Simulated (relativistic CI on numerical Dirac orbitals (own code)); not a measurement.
# Sr XX (Sr¹⁹⁺): levels and lines

What are the lowest levels and the strongest lines of Sr¹⁹⁺? One CI run answers it; further runs change one setting each.

Program: relativistic CI on numerical Dirac orbitals (own code) version 4. Level of theory: Dirac-Coulomb-Breit CI, KLI orbitals optimised for each configuration, model QED (radiative potential, 1s self-energy scaled to tabulated hydrogen-like ionisation energies). These are calculated values, not measurements, unless marked.

## (1) The atom as given

```
ion                       : Sr¹⁹⁺ (Sr XX)
nuclear charge            : 38
electrons                 : 19
isotope                   : A = 88
first configuration typed : [Ar] 3d
```

The outer shells:

first configuration typed
```
[Ar] core
3d [↑ ][  ][  ][  ][  ]
```

## (2) CI with the chosen configurations

Settings, as recorded:

```ini
atom Sr  Z=38  charge=19  electrons=19
nucleus A=88  rms_radius_fm=4.2240
hamiltonian dirac-coulomb  breit=on  qed=on  c_scale=1
orbitals kli  potential=per-configuration
slater_scale 1
correlation none
mixing on
configurations
  [Ar] 3d
  [Ne] 3s2 3p5 3d2
  [Ne] 3s 3p6 3d2
  [Ar] 4s
  [Ar] 4p
  [Ar] 4d
  [Ar] 4f
  [Ne] 3s2 3p5 3d 4s
  [Ne] 3s2 3p5 3d 4p
  [Ne] 3s2 3p5 3d 4d
  [Ar] 5s
  [Ne] 3s 3p6 3d 4s
  [Ar] 5p
  [Ne] 3s 3p6 3d 4p
  [Ne] 3s2 3p5 3d 4f
  [Ar] 5d
  [Ne] 3p6 3d2 4p
  [Ar] 5f
  [Ar] 5g
  [Ne] 3s 3p6 3d 4d
  [Ar] 6s
  [Ne] 3p6 3d3
  [Ne] 3p5 3d4
  [Ne] 3p6 3d2 4s
  [Ne] 3p5 3d3 4s
  [Ne] 3p6 3d2 4d
  [Ne] 3p5 3d3 4d
end
```

Started as:

```bash
python run_levels.py task.json out
```

The settings of every run stand in task.json; they run in order.

## (3) Without the Breit term

Settings: those of step 2 with these lines changed.

```diff
@@ -2,3 +2,3 @@
 nucleus A=88  rms_radius_fm=4.2240
-hamiltonian dirac-coulomb  breit=on  qed=on  c_scale=1
+hamiltonian dirac-coulomb  breit=off  qed=on  c_scale=1
 orbitals kli  potential=per-configuration
```

## (4) Without configuration mixing

Settings: those of step 3 with these lines changed.

```diff
@@ -2,3 +2,3 @@
 nucleus A=88  rms_radius_fm=4.2240
-hamiltonian dirac-coulomb  breit=off  qed=on  c_scale=1
+hamiltonian dirac-coulomb  breit=on  qed=on  c_scale=1
 orbitals kli  potential=per-configuration
@@ -6,3 +6,3 @@
 correlation none
-mixing on
+mixing off
 configurations
```

(Steps that only read results are left out.)

Before running it: what results should come out? Wanted: lowest level; first excitation; lowest level of the other parity; fastest E1 line; ionisation energy.

As calculated:

| run | time | mean size of shift, levels followed (cm⁻¹) | lowest level | ionisation energy (eV) |
| --- | --- | --- | --- | --- |
| main run | 2.4 s | 0 | 3d 2D3/2 | 774.65 |
| without the Breit term | 1.6 s | 2679 | 3d 2D3/2 | 774.85 |
| without configuration mixing | 2.3 s | 5292 | 3d 2D3/2 | - |

The tabulated theoretical ionisation energy (NIST) is 774 eV.

| quantity | value |
| --- | --- |
| lowest level | 3d 2D3/2 |
| first excitation | 3d 2D5/2, 21157 cm⁻¹ |
| lowest level of the other parity | 3p5 3d2 4D°1/2, 778080 cm⁻¹ |
| levels in the model | 1925 |
| fastest E1 line (by rate) to the lowest level among the lowest 400 of 1925 levels | 2.941 nm, from 4f 2F°5/2 |
| ionisation energy | 774.65 eV |
| ionisation energy, tabulated theoretical (NIST) | 774 eV |

**Reading.** 3d 2D3/2 comes out lowest; its LS label holds 100 % and its jj label 100 %; over the low levels the means are 73 and 73 %, so they are in intermediate coupling. The ionisation energy agrees with the tabulated theoretical value within its uncertainty of 4 eV. The largest mover is «without configuration mixing» (5292 cm⁻¹ on average). Lifetimes count radiative decay inside the model alone.
